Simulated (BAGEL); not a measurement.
**B3LYP/6-31G(d) (density fitting with qzvpp-jkfit, spherical functions) run of C2H3ClGe (SMILES C#[C][GeH2][Cl])**

What is the energy change on altering one bond length of C2H3ClGe at B3LYP/6-31G* (density fitting with qzvpp-jkfit, spherical functions)? 

Program for the calculation: BAGEL 1.2.2.

1 further run of the same task is left out (set aside as unsound or not needed).

## 1. Starting point

The species is C2H3ClGe (7 atoms), meant as a singlet with charge 0. SMILES: `C#[C][GeH2][Cl]`. Geometry: relaxed at PBE0-D4/def2-TZVP.

Bond lengths: C1–C2 1.204 Å, C2–Ge3 1.891 Å, Ge3–Cl4 2.150 Å, C1–H5 1.066 Å, Ge3–H6 1.529 Å, Ge3–H7 1.529 Å. Angles: C1–C2–Ge3 179.2°, C2–Ge3–Cl4 107.9°, C2–C1–H5 179.7°, C2–Ge3–H6 110.3°, C2–Ge3–H7 110.3°, Cl4–Ge3–H6 107.4°, Cl4–Ge3–H7 107.4°, H6–Ge3–H7 113.3°.

## 2. The energy at B3LYP/6-31G(d) (density fitting with qzvpp-jkfit, spherical functions)

dft.json

```json
{ "bagel": [

{
  "title": "molecule",
  "basis": "6-31gs.json",
  "df_basis": "qzvpp-jkfit",
  "angstrom": true,
  "geometry": [
    { "atom": "C", "xyz": [    1.207100,   -1.477600,    0.742500 ] },
    { "atom": "C", "xyz": [    0.532700,   -0.574200,    0.318700 ] },
    { "atom": "Ge", "xyz": [   -0.509000,    0.860300,   -0.338400 ] },
    { "atom": "Cl", "xyz": [   -2.237200,    0.030500,   -1.312700 ] },
    { "atom": "H", "xyz": [    1.800400,   -2.281100,    1.115500 ] },
    { "atom": "H", "xyz": [   -1.008200,    1.727200,    0.818500 ] },
    { "atom": "H", "xyz": [    0.275300,    1.646800,   -1.389700 ] }
  ]
},
{ "title": "ks", "xc_func": "b3lyp" },
{ "title": "print", "file": "orbitals.molden", "orbitals": true }

]}
```

The basis set 6-31G* is read from a file made from the Basis Set Exchange's data (not shown).

Command:

```bash
BAGEL_NUM_THREADS=1 BAGEL dft.json > dft.out
```

What it wrote:

```text
* using 1 threads per process

  ===============================================================
  ===============================================================

  *** Geometry ***

  { "atom" : "C", "xyz" : [      2.281088,     -2.792259,      1.403122 ] },
  { "atom" : "C", "xyz" : [      1.006657,     -1.085081,      0.602256 ] },
  { "atom" : "Ge", "xyz" : [     -0.961871,      1.625731,     -0.639483 ] },
  { "atom" : "Cl", "xyz" : [     -4.227695,      0.057637,     -2.480643 ] },
  { "atom" : "H", "xyz" : [      3.402263,     -4.310654,      2.107989 ] },
  { "atom" : "H", "xyz" : [     -1.905222,      3.263935,      1.546741 ] },
  { "atom" : "H", "xyz" : [      0.520242,      3.112001,     -2.626152 ] },

  Number of auxiliary basis functions:      598

  Since a DF basis is specified, we compute 2- and 3-index integrals:
    o Being stored without compression. Storage requirement is 0.034 GB

  Number of basis functions:       84
  Number of electrons      :       64

    * METHOD: MOLECULE                             0.36

  *** Kohn-Sham DFT ***

    * Removing 11307 points whose weight is below 1.00e-10
    * Grid points: 93035

  === Nuclear Repulsion ===
   307.9801067546

       - DIIS with orbital gradients will be used.

  === KS iteration (b3lyp / 6-31gs.json) ===
      0      -2515.76474016          0.10845779           0.41
      1      -2209.61722525          0.22021900           0.39
      2      -2434.08536819          0.09556211           0.39
      3      -2342.46083013          0.23369600           0.39
      4      -2336.42588020          0.22691478           0.39
      5      -2336.19996032          0.22639740           0.39
      6      -2336.85287523          0.22737644           0.39
      7      -2299.37251159          0.23986472           0.39
      8      -2470.14953157          0.11719486           0.38
      9      -2494.22163313          0.22249953           0.39
     10      -2497.33237870          0.21473471           0.39
     11      -2495.55628773          0.22041033           0.39
     12      -2495.95796353          0.22261296           0.39
     13      -2352.63792469          0.25279962           0.39
     14      -2511.45284601          0.12050574           0.39
     15      -2504.28213957          0.22114612           0.39
     16      -2500.96914432          0.21226345           0.39
     17      -2501.45728607          0.21228334           0.39
     18      -2500.83613953          0.21709438           0.39
     19      -2500.49177003          0.21615866           0.39
     20      -2513.09357710          0.12796309           0.39
     21      -2504.87489062          0.18697544           0.40
     22      -2502.69685509          0.18076260           0.39
     23      -2595.41494219          0.12639399           0.39
     24      -2532.11146668          0.17656392           0.39
     25      -2525.07152843          0.18265345           0.39
     26      -2555.07971751          0.17911906           0.40
[... 7 lines of this table left out ...]
     34      -2614.93491431          0.00039776           0.39
     35      -2614.93492708          0.00031976           0.39
     36      -2614.93499027          0.00005838           0.39
     37      -2614.93499125          0.00003322           0.39
     38      -2614.93499162          0.00000735           0.40
     39      -2614.93499163          0.00000597           0.39
     40      -2614.93499165          0.00000150           0.39
     41      -2614.93499165          0.00000039           0.39
     42      -2614.93499165          0.00000032           0.39
     43      -2614.93499165          0.00000007           0.40
     44      -2614.93499165          0.00000004           0.40
     45      -2614.93499165          0.00000001           0.40
     46      -2614.93499165          0.00000001           0.39
    * SCF iteration converged.

    * Permanent dipole moment:
           (   -0.763596,    -0.180109,    -0.436972) a.u.

    * METHOD: KS                                  18.82

    * METHOD: PRINT                                0.01

  ===============================================================
```

Wall time 20 s (1 thread of Arm Neoverse V2, shared host); peak memory 0.43 GiB.

## 3. The distorted shape

dft.json

```json
{ "bagel": [

{
  "title": "molecule",
  "basis": "6-31gs.json",
  "df_basis": "qzvpp-jkfit",
  "angstrom": true,
  "geometry": [
    { "atom": "C", "xyz": [    0.814970,   -1.870830,    1.268123 ] },
    { "atom": "C", "xyz": [    0.140570,   -0.967430,    0.844323 ] },
    { "atom": "Ge", "xyz": [   -0.901130,    0.467070,    0.187223 ] },
    { "atom": "Cl", "xyz": [   -2.629330,   -0.362730,   -0.787077 ] },
    { "atom": "H", "xyz": [    1.408270,   -2.674330,    1.641123 ] },
    { "atom": "H", "xyz": [   -1.400330,    1.333970,    1.344123 ] },
    { "atom": "H", "xyz": [    0.275300,    1.646800,   -1.389700 ] }
  ]
},
{
  "title": "ks",
  "xc_func": "b3lyp"
},
{
  "title": "print",
  "file": "orbitals.molden",
  "orbitals": true
}

]}
```

The basis set 6-31G* is read from a file made from the Basis Set Exchange's data (not shown).

Command:

```bash
BAGEL_NUM_THREADS=1 BAGEL dft.json > dft.out
```

What it wrote:

```text
* using 1 threads per process

  ===============================================================
  ===============================================================

  *** Geometry ***

  { "atom" : "C", "xyz" : [      1.540070,     -3.535356,      2.396405 ] },
  { "atom" : "C", "xyz" : [      0.265639,     -1.828178,      1.595539 ] },
  { "atom" : "Ge", "xyz" : [     -1.702889,      0.882634,      0.353800 ] },
  { "atom" : "Cl", "xyz" : [     -4.968714,     -0.685460,     -1.487360 ] },
  { "atom" : "H", "xyz" : [      2.661245,     -5.053751,      3.101273 ] },
  { "atom" : "H", "xyz" : [     -2.646240,      2.520838,      2.540024 ] },
  { "atom" : "H", "xyz" : [      0.520242,      3.112001,     -2.626152 ] },

  Number of auxiliary basis functions:      598

  Since a DF basis is specified, we compute 2- and 3-index integrals:
    o Being stored without compression. Storage requirement is 0.034 GB

  Number of basis functions:       84
  Number of electrons      :       64

    * METHOD: MOLECULE                             0.36

  *** Kohn-Sham DFT ***

    * Removing 10848 points whose weight is below 1.00e-10
    * Grid points: 93494

  === Nuclear Repulsion ===
   303.4312092764

       - DIIS with orbital gradients will be used.

  === KS iteration (b3lyp / 6-31gs.json) ===
      0      -2515.12973424          0.10758720           0.42
      1      -2211.60375485          0.22007175           0.39
      2      -2433.24897324          0.09722104           0.40
      3      -2345.64856386          0.23214523           0.39
      4      -2339.08145619          0.22593479           0.40
      5      -2338.69375275          0.22497189           0.40
      6      -2339.64051936          0.22682646           0.40
      7      -2302.55223505          0.23682580           0.40
      8      -2469.18420950          0.11204072           0.39
      9      -2493.37341994          0.23175038           0.40
     10      -2496.18890017          0.22315472           0.40
     11      -2493.73778485          0.23633067           0.40
     12      -2495.83497987          0.23025225           0.40
     13      -2354.69441160          0.24193870           0.40
     14      -2508.70934181          0.11675409           0.40
     15      -2507.90686017          0.21955821           0.40
     16      -2501.00341101          0.21334615           0.40
     17      -2502.68158820          0.20929106           0.39
     18      -2501.79240669          0.21250139           0.40
     19      -2496.10783646          0.25703784           0.40
     20      -2510.09907543          0.12512366           0.39
     21      -2509.20866089          0.19654852           0.40
     22      -2506.83654365          0.19628166           0.40
     23      -2506.25891929          0.19030090           0.40
     24      -2517.52328544          0.18342684           0.40
     25      -2507.01696015          0.19438262           0.40
     26      -2510.05479624          0.12158092           0.39
     27      -2509.81283453          0.19444300           0.39
     28      -2509.39988395          0.19532410           0.40
     29      -2509.94610122          0.19273901           0.40
     30      -2506.37680077          0.20151668           0.39
     31      -2508.09706891          0.19858782           0.40
     32      -2509.74488012          0.12189222           0.40
     33      -2503.55624091          0.20545552           0.39
     34      -2503.20371056          0.20176686           0.39
     35      -2497.24947112          0.18046037           0.39
     36      -2508.63441635          0.18589937           0.39
     37      -2564.47765932          0.29992625           0.39
     38      -2511.46917921          0.12994923           0.39
     39      -2600.46521901          0.10028167           0.39
     40      -2539.22858451          0.15897388           0.40
     41      -2573.87816755          0.37608422           0.40
     42      -2610.13936627          0.08909481           0.40
     43      -2614.14686465          0.04095275           0.39
     44      -2613.94234857          0.04232992           0.39
     45      -2614.78919971          0.01383068           0.39
     46      -2614.85193648          0.00569546           0.39
     47      -2614.86412839          0.00136879           0.40
     48      -2614.86531769          0.00026778           0.41
     49      -2614.86539713          0.00006702           0.41
     50      -2614.86539957          0.00001430           0.40
     51      -2614.86539968          0.00000828           0.40
     52      -2614.86539973          0.00000217           0.40
     53      -2614.86539973          0.00000129           0.40
     54      -2614.86539973          0.00000023           0.41
     55      -2614.86539973          0.00000008           0.41
     56      -2614.86539973          0.00000003           0.41
     57      -2614.86539973          0.00000001           0.40
    * SCF iteration converged.

    * Permanent dipole moment:
           (   -0.518067,     0.144717,    -0.740729) a.u.

    * METHOD: KS                                  23.43

    * METHOD: PRINT                                0.01

  ===============================================================
```

Wall time 24 s (1 thread of Arm Neoverse V2, shared host); peak memory 0.43 GiB.

## 4. Summary of results

At B3LYP/6-31G* (density fitting with qzvpp-jkfit, spherical functions):

```
                                                          quantity           value
                                         first shape: total energy  -2614.93499 Eh
                                        first shape: dipole moment          2.28 D
                                          first shape: HOMO energy        -7.99 eV
                                          first shape: LUMO energy        -0.88 eV
                                        first shape: HOMO–LUMO gap         7.11 eV
                                     distorted shape: total energy  -2614.86540 Eh
                                    distorted shape: dipole moment          2.33 D
                                      distorted shape: HOMO energy        -7.60 eV
                                      distorted shape: LUMO energy        -2.41 eV
                                    distorted shape: HOMO–LUMO gap         5.19 eV
energy change with the Ge3–H7 bond stretched from 1.529 to 2.294 Å        1.894 eV
```

In words: With the Ge3–H7 bond stretched from 1.529 to 2.294 Å the energy rises by 1.89 eV (183 kJ/mol). The first shape isn't relaxed at this level, so the change isn't measured from a minimum.
